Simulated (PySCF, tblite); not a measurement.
# C4H8O2Si: geometry, infrared bands and NMR shifts

Aim: predict the infrared bands and NMR shifts of C4H8O2Si (`C[C@@H]1OCC(=O)[SiH2]1`).

Programs: tblite 0.8.0 and PySCF 2.14.0, with density-fitted response routines of our own. Each step states its level of theory. These are calculated values for one molecule in the gas phase, unless marked as measured. Atoms count from 0, in the outputs and in this text.

### 1 The molecule as given

15 atoms, charge 0, multiplicity 1; geometry from: force field or distance geometry start.

Bonds of the start (Å): C0–C1 1.54, C1–O2 1.36, O2–C3 1.36, C3–C4 1.49, C4–O5 1.22, C4–Si6 1.87, Si6–C1 1.89, C0–H7 1.12, C0–H8 1.11, C0–H9 1.09, C1–H10 1.10, C3–H11 1.12, C3–H12 1.11, Si6–H13 1.45, Si6–H14 1.45.

### 2 Geometry optimisation with GFN2-xTB

The job: settings as JSON, then the geometry in Å.

```
{"job": {"kind": "relax", "xc": "GFN2-xTB", "basis": "xTB"}, "charge": 0, "multiplicity": 1}
C      1.980000    -0.370400    -0.072800
C      0.510000    -0.641400     0.310600
O     -0.135300    -0.837200    -0.875400
C     -1.456100    -0.518500    -0.831700
C     -1.667600     0.814100    -0.194500
O     -2.580400     1.610200    -0.367200
Si    -0.177600     1.016600     0.914500
H      2.238500    -1.060600    -0.914200
H      2.085200     0.653200    -0.494800
H      2.655600    -0.592800     0.758400
H      0.412500    -1.438000     1.056300
H     -2.119900    -1.243000    -0.298800
H     -1.845200    -0.481400    -1.873800
H     -0.557500     0.949100     2.313800
H      0.653400     2.148200     0.547700
```

Started as:

```console
OMP_NUM_THREADS=1 python probes_run.py task.json out
```

One launch serves the whole session: the jobs run in the order shown.

**Question.** This job is followed by: GFN2-xTB harmonic vibrations, gas phase; GIAO PBE0/pcSseg-1 NMR shielding, non-relativistic, gas phase. What will the session give for the following? strongest single infrared mode (GFN2-xTB); zero-point energy (GFN2-xTB); 13C shifts against TMS (PBE0/pcSseg-1); 1H shifts against TMS (PBE0/pcSseg-1, means over atoms taken as alike); 17O shifts against H2O (PBE0/pcSseg-1); 29Si shifts against TMS (PBE0/pcSseg-1).

**Answer**, as computed:

| quantity | value |
| --- | --- |
| strongest single infrared mode (GFN2-xTB) | 2317 cm⁻¹, 401 km/mol |
| zero-point energy (GFN2-xTB) | 69.2 kcal/mol |
| 13C shifts against TMS (PBE0/pcSseg-1) | 257.1, 85.6, 73.7, 21.5 ppm |
| 1H shifts against TMS (PBE0/pcSseg-1, means over atoms taken as alike) | 4.20, 4.08, 3.80, 3.74, 3.72, 1.73 ppm |
| 17O shifts against H2O (PBE0/pcSseg-1) | 856.9, 56.8 ppm |
| 29Si shifts against TMS (PBE0/pcSseg-1) | -74.6 ppm |

In words: Relaxing lowered the energy by 0.508 eV in 91 steps; the close pair that moved most is C1–O2, from 1.364 to 1.435 Å. All 39 modes are real, so the xTB geometry is a minimum. The strongest single mode, at 2317 cm⁻¹, moves mainly H13 and H14. Unscaled tight-binding wavenumbers are off by several per cent, some by more. Its intensities can rank the bands wrongly. At PBE0/pcSseg-1: Shielding is most anisotropic at O5 (span 1857 ppm, paramagnetic term -916 ppm).
